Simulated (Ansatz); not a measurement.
# GaAsH (doublet): from Hartree-Fock to the top rungs, cc-pVDZ

How much of the correlation energy of GaAsH (doublet) does each wave-function method recover here?

Method: cc-pVDZ, core rule «outside noble gas», up to 28 orbitals frozen; program: Ansatz 0.2.0, Gaussian basis.

Plan: UHF; CCSD(T) on ROHF; CCSD(T) on UHF; BCCD(T) on ROHF; CISD; CCSDT(Q) on ROHF; CCSDT(Q) on UHF; CCSDTQ on ROHF; CCSDTQ on UHF; CASSCF and MRCISD+Q, 9 electrons in 9 orbitals; CASSCF and NEVPT2, 9 electrons in 9 orbitals.

7 further runs of the same task are left out: 4 for a known fault of the program, 3 set aside as unsound or not needed.

## 1. The geometry

The geometry is a PBE0/def2-TZVP stationary point (not a proven minimum). No spin-orbit coupling is included. The filled d shell of Ga, As may be among the frozen orbitals whatever the setting's name suggests; the logs give the count.

3 atoms, charge 0, spin multiplicity 2.

Atoms are counted from 1 here; the program's logs count them from 0.

Bond lengths: Ga1–As2 2.555 Å, As2–H3 1.537 Å. Angles: Ga1–As2–H3 82.5°.

## 2. UHF

File in.yaml:

```yaml
crystal:
  periodic: [false, false, false]
  atoms:
    - {symbol: Ga, position_ang: [0.000000, -0.483232, 1.643709]}
    - {symbol: As, position_ang: [0.000000, -0.521737, -0.911101]}
    - {symbol: H, position_ang: [0.000000, 1.004969, -0.732608]}
basis:
  gaussian: {orbitals: cc-pVDZ}
magnetization: {spin_polarized: true, initial_magnetization: 1}
hamiltonian: {xc: hf}
output: {orbitals: {seedname: orbitals}}
```

Command:

```bash
$ ansatz run in.yaml --threads 1 --pin off --events-out ev --progress --plain --max-ram 4096MiB --backend cpu
```

After this run come: CCSD(T) on ROHF; CCSD(T) on UHF; BCCD(T) on ROHF; CISD; CCSDT(Q) on ROHF; CCSDT(Q) on UHF; CCSDTQ on ROHF; CCSDTQ on UHF; CASSCF and MRCISD+Q, 9 electrons in 9 orbitals; CASSCF and NEVPT2, 9 electrons in 9 orbitals.

**Question.** What will the summary of the whole plan be? Wanted: UCCSDTQ below the RHF energy; RMP2 from UCCSDTQ; UMP2 from UCCSDTQ; RCCSD from UCCSDTQ; RCCSD(T) from UCCSDTQ; UCCSD(T) from UCCSDTQ; RCCSDT(Q) from UCCSDTQ; UCCSDT(Q) from UCCSDTQ; NEVPT2 valence from UCCSDTQ.

**Answer**, as computed:

| quantity | value |
| --- | --- |
| UCCSDTQ below the RHF energy | -4.6918 eV |
| RMP2 from UCCSDTQ | +99.4 kJ/mol |
| UMP2 from UCCSDTQ | +100.5 kJ/mol |
| RCCSD from UCCSDTQ | +16.5 kJ/mol |
| RCCSD(T) from UCCSDTQ | +3.7 kJ/mol |
| UCCSD(T) from UCCSDTQ | +3.5 kJ/mol |
| RCCSDT(Q) from UCCSDTQ | +0.3 kJ/mol |
| UCCSDT(Q) from UCCSDTQ | 0.0 kJ/mol |
| NEVPT2 valence from UCCSDTQ | +71.6 kJ/mol |
| MRCISD+Q valence from UCCSDTQ | +1.7 kJ/mol |
| levels within 1 kcal/mol (43 meV) | RCCSD(T), UCCSD(T), BCCD(T), RCCSDT, UCCSDT, RCCSDT(Q), UCCSDT(Q), RCCSDTQ, MRCISD+Q valence |
| T1 diagnostic | 0.020 |
| effectively unpaired electrons | 1.07 |

**Reading.** RCCSD(T) misses by +3.7 kJ/mol, 0.8 % of the correlation energy. One determinant dominates. Of the multireference levels listed MRCISD+Q valence comes nearest in total energy (+1.7 kJ/mol), which doesn't show that its space is the better one. These misses are within one basis, not against nature; the frozen cores of restricted and unrestricted runs differ, which can shift their rows.
